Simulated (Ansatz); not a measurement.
# YPd2Sb2 (P4/nmm): the equilibrium volume

At what volume is YPd2Sb2 (P4/nmm) free of pressure?

Computed with Ansatz 0.2.0 (DFT PBEsol, scalar-relativistic, plane waves, PAW, unless a step's input says otherwise).

1 further run of the same task is left out (set aside as unsound or not needed).

**1. Starting point**

Symmetry: P4/nmm, No. 129, tetragonal system. Conventional cell: a = 4.554 Å, b = 4.554 Å, c = 10.261 Å, α = 90.00°, β = 90.00°, γ = 90.00°. Around Y (site symmetry 4mm) lie 9 Pd at 3.37 to 3.93 Å and 9 Sb at 3.43 to 3.80 Å. Pd (site symmetry -4m2) has 4 Sb at 2.63 Å as nearest neighbours. Pd (site symmetry 4mm) is surrounded by 5 Sb at 2.54 to 2.62 Å. Sb (site symmetry -4m2) has 4 Pd at 2.62 Å as nearest neighbours. Sb (site symmetry 4mm) has 5 Pd at 2.54 to 2.63 Å as nearest neighbours.

As a file:

```cif
data_structure
_symmetry_space_group_name_H-M 'P 1'
_symmetry_Int_Tables_number 1
_cell_length_a 4.5538
_cell_length_b 4.5538
_cell_length_c 10.2611
_cell_angle_alpha 90.000
_cell_angle_beta 90.000
_cell_angle_gamma 90.000
_cell_volume 212.78
loop_
_atom_site_label
_atom_site_type_symbol
_atom_site_fract_x
_atom_site_fract_y
_atom_site_fract_z
_atom_site_occupancy
Y1 Y 0.00000 0.50000 0.24249 1
Y2 Y 0.50000 0.00000 0.75751 1
Pd1 Pd 0.00000 0.00000 0.00000 1
Pd2 Pd 0.50000 0.50000 0.00000 1
Pd3 Pd 0.00000 0.50000 0.62534 1
Pd4 Pd 0.50000 0.00000 0.37466 1
Sb1 Sb 0.00000 0.00000 0.50000 1
Sb2 Sb 0.50000 0.50000 0.50000 1
Sb3 Sb 0.00000 0.50000 0.87256 1
Sb4 Sb 0.50000 0.00000 0.12744 1
```

**2. The first run (PBEsol, 4×4×2 mesh)**

Input file input.yaml:

```yaml
crystal:
  lattice:
    - [4.55376536, 0.0, 0.0]
    - [0.0, 4.55376536, 0.0]
    - [0.0, 0.0, 10.261058054]
  atoms:
    - { symbol: "Y", position: [0.0, 0.5, 0.2424943782] }
    - { symbol: "Y", position: [0.5, 0.0, 0.7575056218] }
    - { symbol: Pd, position: [0.0, 0.0, 0.0] }
    - { symbol: Pd, position: [0.5, 0.5, 0.0] }
    - { symbol: Pd, position: [0.0, 0.5, 0.6253430495] }
    - { symbol: Pd, position: [0.5, 0.0, 0.3746569505] }
    - { symbol: Sb, position: [0.0, 0.0, 0.5] }
    - { symbol: Sb, position: [0.5, 0.5, 0.5] }
    - { symbol: Sb, position: [0.0, 0.5, 0.8725588777] }
    - { symbol: Sb, position: [0.5, 0.0, 0.1274411223] }
basis:
  ecutwfc: 420
kpoints:
  mp_grid: { grid: [4, 4, 2] }
hamiltonian:
  xc: pbesol
scf:
  occupations: { method: gaussian, width: 0.1 }
output:
  forces: true
  stress: true
  eigenvalues: true
```

Run with:

```sh
> ansatz run input.yaml --threads 8 --pin off --max-ram 14336MiB --backend cpu --events-out ev --progress --plain --runs-dir out
```

Standard output:

```text
Warning: RAYON_NUM_THREADS=8 ignored (pool sized by the plan → 8); use --threads N
Engine: ansatz 0.2.0, aarch64-unknown-linux-gnu
Pseudopotentials: kind: paw
Pseudopotential: Y, paw, valence charge 11, recommended cutoff 420 eV (normal), Y.paw.azcp
Pseudopotential: Pd, paw, valence charge 18, recommended cutoff 420 eV (normal), Pd.paw.azcp
Pseudopotential: Sb, paw, valence charge 15, recommended cutoff 420 eV (normal), Sb.paw.azcp
Functional definition: PBEsol
  exchange = pbesol_x
  correlation = pbesol_c
Crystal: 10 atoms, lattice volume = 212.781 Å³
Basis set: ecut = 420 eV, 4155 PW (Γ), exchange–correlation on 64×64×144 points (8 copies of the dense FFT grid, shifted against one another)
Bands: 93, of which v1, the nominal top of the filled ones, is band 77 counted from 1 (76 counted from 0)
Symmetry: 16 space group operations
Space group: P4/nmm (ITA 129), of the structure as read, at distance tolerance 6.0e-5 Å
k-points: 12 of 32
Non-local potential: Y, projectors of the file, l = 0: 3, l = 1: 2, l = 2: 2, l = 3: 1
Non-local potential: Pd, projectors of the file, l = 0: 2, l = 1: 2, l = 2: 2, l = 3: 1
Non-local potential: Sb, projectors of the file, l = 0: 2, l = 1: 2, l = 2: 2, l = 3: 2
PAW form: soft (Blöchl's): semilocal exchange-correlation on the pseudo side does not see the compensation charge
PAW frozen core: Y, regenerated for the run's functional, and the local potential with it (the file was generated under x = pbe(κ = 0.804, μ = 0.2195149727645171), c = pbe(β = 0.06672455060314922))
PAW frozen core: Pd, regenerated for the run's functional, and the local potential with it (the file was generated under x = pbe(κ = 0.804, μ = 0.2195149727645171), c = pbe(β = 0.06672455060314922))
PAW frozen core: Sb, regenerated for the run's functional, and the local potential with it (the file was generated under x = pbe(κ = 0.804, μ = 0.2195149727645171), c = pbe(β = 0.06672455060314922))
PAW one-centre angular grid: Y, 590 points (default); XC on 64 Gauss nodes
PAW one-centre angular grid: Pd, 590 points (default); XC on 64 Gauss nodes
PAW one-centre angular grid: Sb, 590 points (default); XC on 64 Gauss nodes
Initial density: superposition of atomic densities (neutral atoms: chi_scale 0, normalization atom), corrected by the library's trained network
Initial wavefunctions: pseudopotential atomic-orbital guess
Functional: x = pbesol(κ = 0.804, μ = 0.12345679012345678), c = pbesol(β = 0.046)
SCF iter   1: F=—  HF=-60856.547476 eV  |F-HF|=—  |Δ(HF+E_count)|=         —  Δρ=9.41e-3  dr2=3.63e-1  ethr=1.77e-3  ⟨swp⟩=6.0  Hψ=4125  notcnv=0
preconditioner: auto → Kerker (q_TF=auto, 2.585 Å⁻¹)  [metal: Δε(μ)=0.079 eV  Ē_g=6.862 eV  σ=0.100 eV  W_gap=0.42  n_scr=56 (ndim 8)  ℏωp=20.7 eV  f_vac=0.000  D(μ)=5.45/eV (n_scr^D=38)]
SCF iter   2: F=—  HF=-60856.506849 eV  |F-HF|=—  |Δ(HF+E_count)|=   4.06e-2  Δρ=3.60e-3  dr2=1.17e-1  ethr=2.35e-4  ⟨swp⟩=1.1  Hψ=1285  notcnv=0  defer=1
SCF iter   3: F=—  HF=-60856.495639 eV  |F-HF|=—  |Δ(HF+E_count)|=   1.12e-2  Δρ=1.02e-3  dr2=2.94e-2  ethr=7.57e-5  ⟨swp⟩=1.6  Hψ=1071  notcnv=0  defer=1
SCF iter   4: F=—  HF=-60856.492752 eV  |F-HF|=—  |Δ(HF+E_count)|=   2.89e-3  Δρ=3.34e-4  dr2=1.95e-3  ethr=1.91e-5  ⟨swp⟩=2.0  Hψ=1099  notcnv=0  defer=1
SCF iter   5: F=—  HF=-60856.492612 eV  |F-HF|=—  |Δ(HF+E_count)|=   1.40e-4  Δρ=1.27e-4  dr2=1.43e-4  ethr=1.27e-6  ⟨swp⟩=2.0  Hψ=1234  notcnv=0  defer=1
SCF iter   6: F=—  HF=-60856.492567 eV  |F-HF|=—  |Δ(HF+E_count)|=   4.47e-5  Δρ=4.35e-5  dr2=2.19e-5  ethr=9.28e-8  ⟨swp⟩=2.2  Hψ=1421  notcnv=0  defer=1
SCF iter   7: F=—  HF=-60856.492896 eV  |F-HF|=—  |Δ(HF+E_count)|=   3.28e-4  Δρ=1.32e-5  dr2=6.34e-7  ethr=1.42e-8  ⟨swp⟩=2.0  Hψ=1220  notcnv=0  defer=25
SCF iter   8: F=—  HF=-60856.492896 eV  |F-HF|=—  |Δ(HF+E_count)|=   7.31e-8  Δρ=6.32e-6  dr2=1.37e-7  ethr=6.49e-11  ⟨swp⟩=10.7  Hψ=5035  notcnv=0
SCF iter   9: F=-60856.492896 eV  HF=-60856.492896 eV  |F-HF|=3.97e-9  |Δ(HF+E_count)|=   1.57e-8  Δρ=1.62e-6  dr2=8.02e-9  ethr=6.49e-11  ⟨swp⟩=4.0  Hψ=3192  notcnv=0
SCF 1 converged in 9 iterations: F = -60856.492896 eV  dr2 = 8.02e-9
SCF converged after 9 iterations
Free energy (F): -60856.492896 eV
Harris-Foulkes:  -60856.492896 eV  (|F-HF|=3.97e-9)
Internal energy: -60856.459132 eV  (E = F + TS)
E sigma→0 (E₀):  -60856.476014 eV
Entropy (-TS):   -0.033764 eV (-3.376 meV/atom)
Fermi energy:    14.888248 eV
--- Per-component energies (eV) ---
  E_band       = -1521.066713
  E_kinetic    = 3510.576914
  E_local      = -17129.137190  (includes V_loc(G=0)·N_el)
  E_nonlocal   = 2443.350433
  E_hartree    = 7358.867119
  E_xc         = -1572.630037
  E_vxc        = -1639.268682  (∫ρ·V_xc dr)
  E_paw        = -38296.690869  (= ΣΔE_a)
  E_vpaw       = -3424.323470  (= ΣTr[D̂ρ^β])
  E_aug_tail   = 0.000824  (compensation charges beyond the density's cutoff)
  E_ewald      = -17173.631396
  E_core_change = 2.835070  (= ΣΔE_core)
  E_smearing   = -0.033764  (= −TS)
  E_closure    = 0.000000  (closes the sum)
  Σ components = -60856.492896   (vs F -60856.492896, Δ=0.00e0)
--- Forces (eV/Å), atoms counted from 1 ---
  atom   1  Y     -0.00000000     0.00000000    -0.07479738
  atom   2  Y      0.00000000     0.00000000     0.07479738
  atom   3  Pd     0.00000000     0.00000000     0.00000000
  atom   4  Pd     0.00000000     0.00000000     0.00000000
  atom   5  Pd     0.00000000     0.00000000     0.43093381
  atom   6  Pd     0.00000000     0.00000000    -0.43093381
  atom   7  Sb     0.00000000     0.00000000    -0.00000000
  atom   8  Sb     0.00000000     0.00000000     0.00000000
  atom   9  Sb     0.00000000     0.00000000    -0.17714882
  atom  10  Sb     0.00000000     0.00000000     0.17714882
  max |Σ_I F_I| component: 2.78e-17 eV/Å
--- Stress (GPa, compression-positive) ---
        1.008873       0.000000       0.000000
        0.000000       1.008873       0.000000
        0.000000       0.000000       2.068453
  P = ⅓ Tr σ = 1.3621 GPa (13.621 kbar)
--- Band table (eV; the first three rows and the last of 12) ---
  k-point 0: bands = ["-70.4019", "-70.4018", "-69.8309", "-69.8270", "-36.2310", "-36.2299", "-36.1638", "-36.1638", "-36.1632", "-36.1632", "-35.6299", "-35.6299", "-35.6070", "-35.6002", "-35.5941", "-35.5941", "-28.6557", "-28.6556", "-14.6457", "-14.6061", "-14.5360", "-14.5060", "-14.5060", "-14.4838", "-14.4728", "-14.4728", "-14.4603", "-14.4158", "-14.1447", "-14.1436", "-14.1392", "-14.1359", "-14.1359", "-14.1347", "-14.1334", "-14.1334", "-14.1202", "-14.1150", "-8.6503", "-8.6424", "-8.6106", "-8.6106", "-8.6101", "-8.6101", "2.3031", "3.7692", "4.6523", "6.1528", "8.5505", "8.8695", "8.8695", "9.2130", "9.4460", "9.8173", "9.9909", "9.9909", "10.5743", "10.8161", "10.8161", "10.9041", "11.0175", "11.1483", "11.1503", "11.1503", "11.7821", "12.2179", "12.4751", "12.6398", "12.6398", "12.8090", "13.0447", "13.1499", "13.1499", "13.1758", "14.7153", "15.2381", "15.3258", "15.8519", "15.8519", "16.0883", "16.0883", "16.2928", "16.5184", "16.7842", "16.8972", "17.4466", "17.7295", "17.7640", "17.9482", "17.9482", "18.3773", "18.3773", "18.4740"]
  k-point 1: bands = ["-70.4019", "-70.4018", "-69.8309", "-69.8270", "-36.2310", "-36.2299", "-36.1638", "-36.1638", "-36.1632", "-36.1632", "-35.6299", "-35.6299", "-35.6070", "-35.6002", "-35.5941", "-35.5941", "-28.6557", "-28.6556", "-14.6457", "-14.6061", "-14.5360", "-14.5059", "-14.5059", "-14.4838", "-14.4728", "-14.4728", "-14.4603", "-14.4158", "-14.1448", "-14.1436", "-14.1392", "-14.1359", "-14.1359", "-14.1347", "-14.1334", "-14.1334", "-14.1202", "-14.1150", "-8.6464", "-8.6464", "-8.6107", "-8.6107", "-8.6100", "-8.6100", "2.3259", "3.6713", "4.7432", "6.1534", "8.5901", "8.8607", "8.8607", "9.1825", "9.3906", "9.8012", "10.0989", "10.0989", "10.5442", "10.5442", "10.5770", "10.8963", "11.1088", "11.1535", "11.3871", "11.3871", "11.8230", "11.8284", "12.2178", "12.7142", "12.7142", "12.8982", "12.8982", "13.0447", "13.1632", "14.3882", "14.5007", "14.9070", "15.0081", "15.6096", "16.1798", "16.1798", "16.5746", "16.5746", "16.7372", "16.7898", "16.8910", "17.1636", "17.2030", "17.2030", "17.3725", "17.7218", "17.7218", "18.0976", "19.3146"]
  k-point 2: bands = ["-70.4019", "-70.4018", "-69.8303", "-69.8275", "-36.2307", "-36.2299", "-36.1639", "-36.1637", "-36.1635", "-36.1632", "-35.6249", "-35.6247", "-35.6059", "-35.6011", "-35.5996", "-35.5994", "-28.6553", "-28.6552", "-14.6191", "-14.5948", "-14.5453", "-14.5035", "-14.5012", "-14.4880", "-14.4801", "-14.4777", "-14.4737", "-14.4256", "-14.1445", "-14.1437", "-14.1392", "-14.1361", "-14.1359", "-14.1356", "-14.1344", "-14.1340", "-14.1197", "-14.1161", "-8.6469", "-8.6413", "-8.6257", "-8.6254", "-8.6086", "-8.6083", "2.7146", "4.0540", "4.7148", "5.3452", "8.9309", "9.0787", "9.2526", "9.4029", "9.7325", "9.7335", "9.9814", "9.9826", "10.3910", "10.5927", "10.8249", "10.8337", "10.9154", "11.0871", "11.1652", "11.1773", "11.5239", "11.8303", "11.9095", "12.1244", "12.1737", "12.5548", "12.8456", "12.9787", "13.5335", "13.9829", "14.1578", "14.8010", "15.0576", "15.6788", "15.8000", "15.9959", "16.1048", "16.1597", "16.2380", "16.9751", "17.1325", "17.2474", "17.2692", "18.0903", "18.1683", "18.1816", "18.2382", "18.7247", "19.4834"]
  k-point 11: bands = ["-70.4018", "-70.4018", "-69.8289", "-69.8289", "-36.2299", "-36.2299", "-36.1646", "-36.1646", "-36.1633", "-36.1633", "-35.6338", "-35.6338", "-35.6031", "-35.6031", "-35.5911", "-35.5911", "-28.6541", "-28.6541", "-14.5761", "-14.5761", "-14.5668", "-14.5668", "-14.5140", "-14.5140", "-14.4749", "-14.4749", "-14.4277", "-14.4277", "-14.1439", "-14.1439", "-14.1424", "-14.1424", "-14.1365", "-14.1365", "-14.1331", "-14.1331", "-14.1177", "-14.1177", "-8.6373", "-8.6373", "-8.6354", "-8.6354", "-8.6343", "-8.6343", "4.4926", "4.4926", "4.8030", "4.8030", "7.9422", "7.9422", "9.0774", "9.0774", "10.5382", "10.5382", "10.5547", "10.5547", "10.7465", "10.7465", "10.9229", "10.9229", "11.1911", "11.1911", "11.3931", "11.3931", "11.4193", "11.4193", "11.4729", "11.4729", "11.7989", "11.7989", "12.0430", "12.0430", "12.4050", "12.4050", "13.0773", "13.0773", "13.4869", "13.4869", "16.5490", "16.5490", "17.3227", "17.3227", "17.4361", "17.4361", "17.4512", "17.4512", "18.2316", "18.2316", "18.8939", "18.8939", "19.9901", "19.9901", "20.1395"]
```

Wall time 4.3 s (8 threads of Arm Neoverse N1, shared host); peak memory 1.1 GiB.

Result: volume 21.278 Å³/atom, pressure 1.36 GPa, no gap.

[end of part 1 of 2]
